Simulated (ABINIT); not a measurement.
The system is C.

```
C
1.0
     0.00000    1.78337    1.78337
     1.78337    0.00000    1.78337
     1.78337    1.78337    0.00000
C
2
Direct
  0.75000 0.75000 0.75000
  0.50000 0.50000 0.50000
```

This isn't the form of C at room conditions, which is graphite.

Base run:

- Program: ABINIT 10.8.3 (patched build)
- Functional: PBEsol
- Potentials or basis: PseudoDojo NC SR PBEsol v0.4 stringent
- Cutoff: 1007 eV
- k mesh: 10 × 10 × 10
- Occupations: fermi-dirac, width 0.05 eV
- Spin: no spin polarisation

Its results: band gap on the k mesh 4.08 eV, indirect (least direct gap 5.56 eV); pressure -4.0 GPa.

Task: The run is repeated on the same cell with these changes: potentials or basis from PseudoDojo NC SR PBEsol v0.4 stringent to PseudoDojo NC SR PBEsol v0.4.1 standard; cutoff from 1007 eV to 1116 eV. What comes out?

Result: Band gap on the k mesh 4.08 eV, indirect (least direct gap 5.56 eV); pressure -3.2 GPa.

A k mesh can miss the band edges.

Not every run made on this cell is shown here.
